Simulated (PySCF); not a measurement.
# InH2Cl: NMR shieldings

Wanted: NMR shieldings for InH2Cl (`[Cl][InH2]`).

Computed with PySCF 2.14.0 and routines of our own; the level stands in each step. Atoms count from 0.

## 1. The starting structure

4 atoms, charge 0, multiplicity 1; geometry from: GFN2-xTB.

## 2. NMR shieldings: PBE0/pcSseg-1 In:us-x2c-TZVPall-2c, spin–orbit

Job settings and geometry (Å):

```
{"job": {"kind": "hnmr", "xc": "PBE0", "basis": {"default": "pcSseg-1", "In": "us-x2c-TZVPall-2c"}, "rel": "so"}, "charge": 0, "multiplicity": 1}
Cl     1.867377    -0.895111    -0.718857
In    -0.117082     0.058867    -0.134329
H     -1.511390    -0.912155     0.084007
H     -0.228671     1.753172     0.090706
```

Method: PBE0/pcSseg-1 In:us-x2c-TZVPall-2c GIAO NMR shielding, X2C with spin-orbit coupling, screened-nuclear two-electron part, Gaussian nuclei, gas phase.

Run with:

```sh
OMP_NUM_THREADS=1 python heavy_run.py task.json out
```

The driver reads the jobs from task.json and runs them one after another.

Output:

```text
spin-free SCF
coarse grid: 19352 points
cycle   1  E = -6343.0982338432  dE = -2.326e-01  |g| = 4.124e-01  |ddm| = 2.286e+02
cycle   2  E = -6343.0741358126  dE =  2.410e-02  |g| = 5.465e-01  |ddm| = 9.771e-01
cycle   3  E = -6343.1337504026  dE = -5.961e-02  |g| = 2.434e-02  |ddm| = 5.442e-01
cycle   4  E = -6343.1338437387  dE = -9.334e-05  |g| = 9.270e-03  |ddm| = 3.476e-02
cycle   5  E = -6343.1338569943  dE = -1.326e-05  |g| = 3.869e-03  |ddm| = 1.076e-02
cycle   6  E = -6343.1338599507  dE = -2.956e-06  |g| = 3.559e-04  |ddm| = 3.656e-03
final grid: 36536 points
cycle   7  E = -6343.1325416265  dE = -5.506e-07  |g| = 1.216e-03  |ddm| = 9.648e-04
cycle   8  E = -6343.1325416213  dE =  5.214e-09  |g| = 4.591e-04  |ddm| = 6.262e-04
cycle   9  E = -6343.1325416287  dE = -7.444e-09  |g| = 3.711e-04  |ddm| = 5.885e-04
cycle  10  E = -6343.1325416419  dE = -1.321e-08  |g| = 1.518e-05  |ddm| = 2.566e-04
cycle  11  E = -6343.1325416419  dE = -3.729e-11  |g| = 2.987e-06  |ddm| = 1.730e-05
converged SCF energy = -6343.1325416419
two-component SCF
cycle   1  E = -6342.5608904000  dE = -6.343e+03  |FDS-SDF| = 4.098e+01
cycle   2  E = -6343.8561279213  dE = -1.295e+00  |FDS-SDF| = 3.003e-01
cycle   3  E = -6343.8565258121  dE = -3.979e-04  |FDS-SDF| = 7.901e-03
cycle   4  E = -6343.8565315612  dE = -5.749e-06  |FDS-SDF| = 3.680e-03
cycle   5  E = -6343.8565323778  dE = -8.166e-07  |FDS-SDF| = 1.183e-03
cycle   6  E = -6343.8565325922  dE = -2.144e-07  |FDS-SDF| = 2.794e-04
cycle   7  E = -6343.8565326223  dE = -3.004e-08  |FDS-SDF| = 6.447e-05
cycle   8  E = -6343.8565326243  dE = -2.043e-09  |FDS-SDF| = 2.588e-05
converged, E = -6343.8565326243

Field gradients (au) and densities at the nuclei (bohr^-3)
atom        Vxx        Vyy        Vzz        centre      nuclear mean
  0 Cl    -0.5025    -1.2475     1.7500       2817.080       2817.028
  1 In    -1.6579    -4.6676     6.3255     159543.334     158539.860
  2 H     -0.0474    -0.0554     0.1028          0.322          0.322
  3 H     -0.0475    -0.0554     0.1029          0.322          0.322
without picture change
  1 In                           6.9202                    321440.095

Core orbital energies (eV)
atom   shell        mean    spread
  0 Cl 1s        -2776.881   0.000
  0 Cl 2s         -260.579   0.000
  0 Cl 3s          -22.335   0.000
  0 Cl 2p1/2      -198.418   0.000
  0 Cl 2p3/2      -196.739   0.087
  1 In 1s       -27796.947   0.000
  1 In 2s        -4185.676   0.000
  1 In 3s         -805.041   0.000
  1 In 4s         -126.932   0.000
  1 In 5s          -14.090   0.000
  1 In 2p1/2     -3900.349   0.000
  1 In 2p3/2     -3689.892   0.044
  1 In 3p1/2      -689.692   0.000
  1 In 3p3/2      -651.255   0.134
  1 In 4p1/2       -88.770   0.000
  1 In 4p3/2       -82.026   0.197
  1 In 3d3/2      -447.698   0.131
  1 In 3d5/2      -439.975   0.170
  1 In 4d3/2       -22.702   0.137
  1 In 4d5/2       -21.827   0.154

Shielding tensors (ppm)
atom      isotropic    diamagn.    paramagn.     s11        s22        s33       span
  0 Cl      903.07     1123.07     -219.99     620.19     911.26    1177.77     557.58
  1 In     3389.14     4619.36    -1230.22    3160.01    3313.02    3694.40     534.38
  2 H        20.51       26.44       -5.93       6.14      16.41      38.97      32.83
  3 H        20.51       26.44       -5.93       6.14      16.41      38.98      32.83
```

Run time: 31 s. Hardware: 1 thread of AMD EPYC 7R43, shared host; peak memory 0.78 GiB.

Key values:

```csv
quantity,value
energy from spin-orbit coupling,-0.7240 Eh
```

Orbitals, density, ELF and potential are computed afterwards from the orbital file.

Frontier orbitals at PBE0/us-x2c-TZVPall-2c+pcSseg-1, with the share of their density that lies nearest to each atom:

```csv
orbital,energy (eV),lies on
HOMO,-8.18,"Cl0 38 %; H2, H3 about 27 % each; In1 7 %"
LUMO,-1.91,"In1 56 %; H2, H3 about 18 % each; Cl0 9 %"
```

ELF in a plane through or near 4 of the atoms.

Ten even steps from '0' (0.00) to '9' (1.00):
```
0000000000000000000000000000
0000000000000000000000000000
0000000000000001110000000000
0000000000000168998300000000
0000000000000599999950000000
0000012321001599999991000000
0000345663112489999992000000
0002578887421224899971000000
0013688658622564245420000000
0013785866725546322100000000
0013785775725645322100000000
0013688568622564245420000000
0002578887421224999971000000
0000345663102489999992000000
0000012321001599999991000000
0000000000000599999950000000
0000000000000168998300000000
0000000000000001110000000000
0000000000000000000000000000
0000000000000000000000000000
```
The map spans 9.5 Å across and 8.2 Å up, centred on the molecule. Atoms in the plane (x, y in Å): Cl0 (-2.1, 0.0), In1 (0.1, 0.0), H2 (1.0, 1.5), H3 (1.0, -1.5).

log10 of the density (e/Å³) in the same plane.

Ten even steps from ' ' (-4.0) to '@' (3.4):
```
    ....                                                
    ......                  ..........                  
      ....              ........::::......              
      ......      ........::::::::::::::....            
        ......::::::::::::::----------::::....          
    ....::::::----::::::----==========--::::..          
    ..::------------------====++++++==----::....        
  ..::::--==================++++++++==----::....        
  ..::--====++++++++++==++******++====--::::..          
....::--==++++@@##++++++**##@@##++====--::....          
....::--==++++%%##++++++**##@@##++====--::....          
  ..::--====++++++++++==++******++====--::::..          
  ..::::--====++============++++++++==----::....        
    ..::------------------====++++++==----::....        
      ..::::::----::::::----==========--::::..          
        ......::::::::::::::----------::::....          
                  ........::::::::::::::....            
                        ........::::......              
                            ..........                  
                                                        
```
The map spans 9.5 Å across and 8.2 Å up, centred on the molecule. Atoms in the plane (x, y in Å): Cl0 (-2.1, 0.0), In1 (0.1, 0.0), H2 (1.0, 1.5), H3 (1.0, -1.5).

On the surface of density 0.002 e/bohr³ the electrostatic potential runs, from the 1st to the 99th percentile, from -0.75 V near Cl0 to 3.18 V near In1.

## 3. NMR shieldings: PBE0/pcSseg-1 In:us-x2c-TZVPall-2c, spin-free

Job settings and geometry (Å):

```
{"job": {"kind": "hnmr", "xc": "PBE0", "basis": {"default": "pcSseg-1", "In": "us-x2c-TZVPall-2c"}, "rel": "sf"}, "charge": 0, "multiplicity": 1}
Cl     1.867377    -0.895111    -0.718857
In    -0.117082     0.058867    -0.134329
H     -1.511390    -0.912155     0.084007
H     -0.228671     1.753172     0.090706
```

Method: PBE0/pcSseg-1 In:us-x2c-TZVPall-2c GIAO NMR shielding, spin-free X2C, Gaussian nuclei, gas phase.

Output:

```text
spin-free SCF
coarse grid: 19352 points
cycle   1  E = -6343.0982338432  dE = -2.326e-01  |g| = 4.124e-01  |ddm| = 2.286e+02
cycle   2  E = -6343.0741358126  dE =  2.410e-02  |g| = 5.465e-01  |ddm| = 9.771e-01
cycle   3  E = -6343.1337504026  dE = -5.961e-02  |g| = 2.434e-02  |ddm| = 5.442e-01
cycle   4  E = -6343.1338437387  dE = -9.334e-05  |g| = 9.270e-03  |ddm| = 3.476e-02
cycle   5  E = -6343.1338569943  dE = -1.326e-05  |g| = 3.869e-03  |ddm| = 1.076e-02
cycle   6  E = -6343.1338599507  dE = -2.956e-06  |g| = 3.559e-04  |ddm| = 3.656e-03
final grid: 36536 points
cycle   7  E = -6343.1325416265  dE = -5.506e-07  |g| = 1.216e-03  |ddm| = 9.648e-04
cycle   8  E = -6343.1325416213  dE =  5.214e-09  |g| = 4.591e-04  |ddm| = 6.262e-04
cycle   9  E = -6343.1325416287  dE = -7.444e-09  |g| = 3.711e-04  |ddm| = 5.885e-04
cycle  10  E = -6343.1325416419  dE = -1.321e-08  |g| = 1.518e-05  |ddm| = 2.566e-04
cycle  11  E = -6343.1325416419  dE = -3.729e-11  |g| = 2.987e-06  |ddm| = 1.730e-05
converged SCF energy = -6343.1325416419
check of the scalar solution
cycle   1  E = -6343.1325416419  dE = -6.343e+03  |FDS-SDF| = 3.999e+00
cycle   2  E = -6343.1334015881  dE = -8.599e-04  |FDS-SDF| = 2.383e-03
cycle   3  E = -6343.1334015887  dE = -6.439e-10  |FDS-SDF| = 8.136e-05
converged, E = -6343.1334015887

Field gradients (au) and densities at the nuclei (bohr^-3)
atom        Vxx        Vyy        Vzz        centre      nuclear mean
  0 Cl    -0.5005    -1.2455     1.7460       2817.095       2817.043
  1 In    -1.6603    -4.6583     6.3186     159458.792     158455.318
  2 H     -0.0475    -0.0554     0.1029          0.322          0.322
  3 H     -0.0475    -0.0555     0.1030          0.322          0.322
without picture change
  1 In                           6.9262                    321450.479

Core orbital energies (eV)
atom   shell        mean    spread
  0 Cl 1s        -2776.878   0.000
  0 Cl 2s         -260.577   0.000
  0 Cl 3s          -22.335   0.000
  0 Cl 2p         -197.296   0.148
  1 In 1s       -27798.307   0.000
  1 In 2s        -4185.943   0.000
  1 In 3s         -805.102   0.000
  1 In 4s         -126.942   0.000
  1 In 5s          -14.091   0.000
  1 In 2p        -3757.646   0.070
  1 In 3p         -663.653   0.216
  1 In 4p          -84.196   0.327
  1 In 3d         -443.086   0.188
  1 In 4d          -22.179   0.258

Shielding tensors (ppm)
atom      isotropic    diamagn.    paramagn.     s11        s22        s33       span
  0 Cl      908.07     1140.71     -232.64     619.83     914.10    1190.27     570.44
  1 In     2559.15     4995.66    -2436.51    2280.74    2579.41    2817.30     536.55
  2 H        25.06       26.50       -1.44      16.86      18.03      40.28      23.42
  3 H        25.06       26.50       -1.44      16.86      18.03      40.29      23.43
```

Wall time 8.5 s (1 thread of AMD EPYC 7R43, shared host); peak memory 0.61 GiB.

## 4. Shieldings side by side

```csv
run,In1,Cl0,H2,H3,time
"step 2, PBE0/pcSseg-1 In:us-x2c-TZVPall-2c, spin–orbit",3389.1,903.1,20.5,20.5,31 s
"step 3, PBE0/pcSseg-1 In:us-x2c-TZVPall-2c, spin-free",2559.2,908.1,25.1,25.1,8.5 s
```

## 5. Results

| quantity | value |
| --- | --- |
| energy from spin-orbit coupling (step 2, PBE0/pcSseg-1 In:us-x2c-TZVPall-2c, spin–orbit) | -0.7240 Eh |
| shieldings (step 2, PBE0/pcSseg-1 In:us-x2c-TZVPall-2c, spin–orbit) | Cl0 903.1, In1 3389.1, H2 20.5, H3 20.5 ppm |
| surface potential, 1st and 99th percentile | -0.75 V and 3.18 V |
| shieldings (step 3, PBE0/pcSseg-1 In:us-x2c-TZVPall-2c, spin-free) | Cl0 908.1, In1 2559.2, H2 25.1, H3 25.1 ppm |

What this shows: A contracted two-component basis is stiff near heavy nuclei, so the absolute shieldings of the heavy atoms from it are rough. By nearest atom (PBE0/us-x2c-TZVPall-2c+pcSseg-1), the HOMO sits on Cl0 38 %; H2, H3 about 27 % each and the LUMO on In1 56 %; H2, H3 about 18 % each. In1 moves most between the runs, by 830 ppm; the labels say what changes from run to run. The geometry comes from tight binding, which is rough for metal atoms, and these values hang on it.
